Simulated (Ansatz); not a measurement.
# SrNbO3: the cost of one run

Program: Ansatz 0.2.0. Level of theory: DFT PBEsol, scalar-relativistic, plane waves, PAW. These are calculated values, not measurements.

1 further run of the same task is left out (set aside as unsound or not needed).

## 1. The system as given

Symmetry: Pm-3m, No. 221, cubic system. Conventional cell: a = 4.018 Å, b = 4.018 Å, c = 4.018 Å, α = 90.00°, β = 90.00°, γ = 90.00°. Sr (site symmetry m-3m) has 12 O at 2.84 Å as nearest neighbours. Nb (site symmetry m-3m) has 6 O at 2.01 Å as nearest neighbours. O (site symmetry 4/mmm) has 2 Nb at 2.01 Å and 4 Sr at 2.84 Å as nearest neighbours.

Structure file:

```xyz
5
Lattice="4.0181 0.0000 0.0000 0.0000 4.0181 0.0000 0.0000 0.0000 4.0181" Properties=species:S:1:pos:R:3 pbc="T T T"
Sr    2.0090    2.0090    2.0090
Nb    0.0000    0.0000    0.0000
O     0.0000    2.0090    0.0000
O     0.0000    0.0000    2.0090
O     2.0090    0.0000    0.0000
```

It goes back to an entry of the Materials Project, which need not be the stable form.

This cell was relaxed beforehand with the same method: volume 12.97 Å³/atom, gap on the mesh none (metal).

## 2. Bulk reference on the slab's mesh

input.yaml

```yaml
crystal:
  lattice:
    - [4.018081641, 0.0, 0.0]
    - [0.0, 5.6824255515, 0.0]
    - [0.0, 2.8412127757, 2.8412127757]
  atoms:
    - { symbol: Sr, position: [0.5, 0.5, 0.0] }
    - { symbol: Nb, position: [0.0, 0.0, 0.0] }
    - { symbol: O, position: [0.0, 0.0, 0.5] }
    - { symbol: O, position: [0.5, 0.0, 0.0] }
    - { symbol: O, position: [0.0, 0.5, 0.5] }
basis:
  ecutwfc: 420
kpoints:
  mp_grid: { grid: [9, 6, 12] }
hamiltonian:
  xc: pbesol
scf:
  occupations: { method: gaussian, width: 0.1 }
output:
  forces: true
  stress: true
  eigenvalues: true
```

Launch:

```bash
> ansatz run input.yaml --threads 2 --pin off --max-ram 5120MiB --backend cpu --events-out ev --progress --plain --runs-dir out
```

**Question.** How long does this run take on 2 threads of Intel Xeon 6975P-C (Granite Rapids), shared host, and how much memory does it need?

About 2.1 s, with a peak of 0.47 GiB.
